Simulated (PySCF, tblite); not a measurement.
# C₄H₈BN₃: geometry, infrared bands and NMR shifts

What infrared bands and NMR shifts should C₄H₈BN₃ (`C[C@@H](C#N)[B@@H-]([NH3+])C#N`) show?

Programs: tblite 0.8.0 and PySCF 2.14.0, with density-fitted response routines of our own. Each step states its level of theory. These are calculated values for one molecule in the gas phase, unless marked as measured. Atoms count from 0, in the outputs and in this text.

### Step 1. The molecule as given

16 atoms, charge 0, multiplicity 1; geometry from: force field or distance geometry start.

Bonds of the start (Å): C0–C1 1.50, C1–C2 1.47, C2–N3 1.14, C1–B4 1.57, B4–N5 1.51, B4–C6 1.56, C6–N7 1.17, C0–H8 1.10, C0–H9 1.12, C0–H10 1.13, C1–H11 1.11, B4–H12 1.19, N5–H13 1.07, N5–H14 1.04, N5–H15 1.05.

### Step 2. Geometry optimisation with GFN2-xTB

What the job is given:

```
{"job": {"kind": "relax", "xc": "GFN2-xTB", "basis": "xTB"}, "charge": 0, "multiplicity": 1}
C     -1.445900    -0.016200    -0.818900
C     -0.639900     0.639600     0.258100
C     -1.292800     0.536300     1.571600
N     -1.817000     0.454900     2.581000
B      0.856500     0.172400     0.355000
N      1.101400    -1.288000     0.061200
C      1.662700     0.993600    -0.700300
N      2.262900     1.627100    -1.477500
H     -1.208500    -1.072100    -0.993700
H     -1.344700     0.630000    -1.723700
H     -2.527500     0.085400    -0.523500
H     -0.606600     1.721100    -0.007800
H      1.263900     0.472600     1.433000
H      2.159700    -1.406500     0.006400
H      0.760900    -1.606500    -0.871400
H      0.807100    -1.934900     0.839000
```

Launch:

```console
OMP_NUM_THREADS=1 python probes_run.py task.json out
```

One launch serves the whole session: the jobs run in the order shown.

**Question.** This job is followed by: GFN2-xTB harmonic vibrations, gas phase; GIAO PBE0/pcSseg-1 NMR shielding, non-relativistic, gas phase. Predict these results of the whole session: strongest single infrared mode (GFN2-xTB); zero-point energy (GFN2-xTB); 13C shifts against TMS (PBE0/pcSseg-1); 1H shifts against TMS (PBE0/pcSseg-1, means over atoms taken as alike); 15N shifts against NH3 (PBE0/pcSseg-1); 11B shifts against BF3·OEt2 (PBE0/pcSseg-1).

**Answer**, as computed:

| quantity | value |
| --- | --- |
| strongest single infrared mode (GFN2-xTB) | 2372 cm⁻¹, 291 km/mol |
| zero-point energy (GFN2-xTB) | 77.6 kcal/mol |
| 13C shifts against TMS (PBE0/pcSseg-1) | 133.5, 133.4, 16.9, 12.3 ppm |
| 1H shifts against TMS (PBE0/pcSseg-1, means over atoms taken as alike) | 3.48, 2.40, 1.82, 1.39 ppm |
| 15N shifts against NH3 (PBE0/pcSseg-1) | 343.2, 291.1, 43.1 ppm |
| 11B shifts against BF3·OEt2 (PBE0/pcSseg-1) | -24.5 ppm |

Relaxing lowered the energy by 0.788 eV in 103 steps; the close pair that moved most is B4–N5, from 1.510 to 1.639 Å. All 42 modes are real, so the xTB geometry is a minimum. The strongest single mode, at 2372 cm⁻¹, moves mainly C2 and N3. Unscaled tight-binding wavenumbers are off by several per cent, some by more. Its intensities can rank the bands wrongly. At PBE0/pcSseg-1: The widest tensor belongs to N7: span 542 ppm, with a paramagnetic part of -415 ppm.
